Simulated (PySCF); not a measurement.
# BI4: the cost of one run

Computed with PySCF 2.14.0 and routines of our own; the level stands in each step. Atoms count from 0.

## 1. The starting structure

5 atoms, charge -1, multiplicity 1; geometry from: GFN2-xTB.

## 2. Relaxing the molecule at PBE0-D3(BJ)/def2-SVP

Job settings and geometry (Å):

```
{"job": {"xc": "PBE0", "basis": "def2-SVP", "d3": "d3bj", "grid": 1, "maxiter": 30, "shake": 0.01, "kind": "geom"}, "charge": -1, "multiplicity": 1}
I     -1.748180    -0.459440    -1.323650
B     -0.003990    -0.003490    -0.006210
I     -0.032240     2.175100     0.572330
I      1.938370    -0.464500    -1.120500
I     -0.120380    -1.281640     1.840140
```

Started as:

```bash
$ OMP_NUM_THREADS=2 python heavy_run.py task.json out
```

One launch serves the whole session: the jobs run in the order shown.

**Question.** How long does this first job take on 2 threads of AMD EPYC 9R45, shared host, and how much memory does it need?

About 21 s, with a peak of 0.63 GiB.
